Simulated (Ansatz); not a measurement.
# C: the cost of one run

Method: DFT LDA, scalar-relativistic, plane waves, PAW, in Ansatz 0.2.0.

72 further runs of the same task are left out: 72 set aside as unsound or not needed.

### 1 The starting structure

Symmetry: Fd-3m, No. 227, cubic system. Conventional cell: a = 3.532 Å, b = 3.532 Å, c = 3.532 Å, α = 90.00°, β = 90.00°, γ = 90.00°. C (site symmetry -43m) is surrounded by 4 C at 1.53 Å.

As a file:

```cif
data_structure
_symmetry_space_group_name_H-M 'Fd-3m:1'
_symmetry_Int_Tables_number 227
_cell_length_a 3.5315
_cell_length_b 3.5315
_cell_length_c 3.5315
_cell_angle_alpha 90.000
_cell_angle_beta 90.000
_cell_angle_gamma 90.000
_cell_volume 44.04
loop_
_atom_site_label
_atom_site_type_symbol
_atom_site_symmetry_multiplicity
_atom_site_Wyckoff_symbol
_atom_site_fract_x
_atom_site_fract_y
_atom_site_fract_z
_atom_site_occupancy
C1 C 8 a 0.50000 0.00000 0.50000 1
```

It is the result of an earlier relaxation at this level (volume 5.51 Å³/atom; gap on the mesh: 4.21 eV).

### 2 The scan

The energy is mapped over volume and the cell's shape.

First coordinate, volume per atom: 11 values from 4.845 to 6.166 Å³. Second coordinate, c/a of the conventional cell: 11 values from 0.886 to 1.128.

Nothing else is relaxed (symmetry fixes all fractional coordinates). Energies count from the relaxed crystal. Points are written as (first, second).

### 3 Grid point (4.845 Å³, 1.049)

input.yaml reads:

```yaml
crystal:
  lattice:
    - [0.0, 1.665140589, 1.7473985341]
    - [1.665140589, 0.0, 1.7473985341]
    - [1.665140589, 1.665140589, 0.0]
  atoms:
    - { symbol: C, position: [0.5, 0.5, 0.5] }
    - { symbol: C, position: [0.75, 0.75, 0.75] }
basis:
  ecutwfc: 520.0
kpoints:
  mp_grid: { grid: [12, 12, 12] }
hamiltonian:
  xc: lda
  pseudopotentials: { kind: paw, azcp: { folder: soft_1 } }
scf:
  occupations: { method: gaussian, width: 0.05 }
output:
  forces: true
  stress: true
  eigenvalues: true
  write_density: true
  write_potential: true
  elf: true
  volumetric_format: npy
```

Launch:

```sh
> ansatz run input.yaml --threads 1 --pin off --max-ram 2048MiB --backend cpu --events-out ev --progress --plain --runs-dir out
```

Q: Estimate wall time and peak memory on 1 thread of Arm Neoverse V2, shared host.

About 1.8 s, with a peak of 0.25 GiB.
